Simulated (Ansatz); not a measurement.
# AgPt3: the cost of one run

Program: Ansatz 0.2.0. Level of theory: DFT LDA, scalar-relativistic. These are calculated values, not measurements.

**1. The starting structure**

Symmetry: Pm-3m, No. 221, cubic system. Conventional cell: a = 3.900 Å, b = 3.900 Å, c = 3.900 Å, α = 90.00°, β = 90.00°, γ = 90.00°. Around Ag (site symmetry m-3m) lie 12 Pt at 2.76 Å. Around Pt (site symmetry 4/mmm) lie 4 Ag at 2.76 Å and 8 Pt at 2.76 Å.

Coordinates:

```cif
data_structure
_symmetry_space_group_name_H-M 'P 1'
_symmetry_Int_Tables_number 1
_cell_length_a 3.9000
_cell_length_b 3.9000
_cell_length_c 3.9000
_cell_angle_alpha 90.000
_cell_angle_beta 90.000
_cell_angle_gamma 90.000
_cell_volume 59.32
loop_
_atom_site_label
_atom_site_type_symbol
_atom_site_fract_x
_atom_site_fract_y
_atom_site_fract_z
_atom_site_occupancy
Ag1 Ag 0.00000 0.00000 0.00000 1
Pt1 Pt 0.00000 0.50000 0.50000 1
Pt2 Pt 0.50000 0.00000 0.50000 1
Pt3 Pt 0.50000 0.50000 0.00000 1
```

Atoms are numbered in the order of the input: Ag1, Pt2, Pt3, Pt4.

**2. Volume × 0.96, LAPW**

File input.yaml:

```yaml
crystal:
  lattice:
    - [3.847290836, 0.0, 0.0]
    - [0.0, 3.847290836, 0.0]
    - [0.0, 0.0, 3.847290836]
  atoms:
    - { symbol: Ag, position: [0.0, 0.0, 0.0] }
    - { symbol: Pt, position: [0.0, 0.5, 0.5] }
    - { symbol: Pt, position: [0.5, 0.0, 0.5] }
    - { symbol: Pt, position: [0.5, 0.5, 0.0] }
kpoints:
  mp_grid: { grid: [9, 9, 9] }
  band_path:
    path:
      - [0.0, 0.0, 0.0]
      - [0.0, 0.5, 0.0]
      - [0.5, 0.5, 0.0]
      - [0.0, 0.0, 0.0]
      - [0.5, 0.5, 0.5]
      - [0.0, 0.5, 0.0]
      - [0.5, 0.5, 0.5]
      - [0.5, 0.5, 0.0]
    npoints: 5
scf:
  occupations: { method: fermi_dirac, width: 0.08 }
hamiltonian:
  xc: lda
  pseudopotentials: { kind: all_electron, lapw: { basis_error: 0.0005 } }
output:
  forces: true
  stress: true
  eigenvalues: true
```

On the command line:

```
> ansatz run input.yaml --threads 1 --pin off --max-ram 4096MiB --backend cpu --events-out ev --progress --plain --runs-dir out
```

Q: Estimate wall time and peak memory on 1 thread of Arm Neoverse V2, shared host.

About 2 min, with a peak of 0.78 GiB.
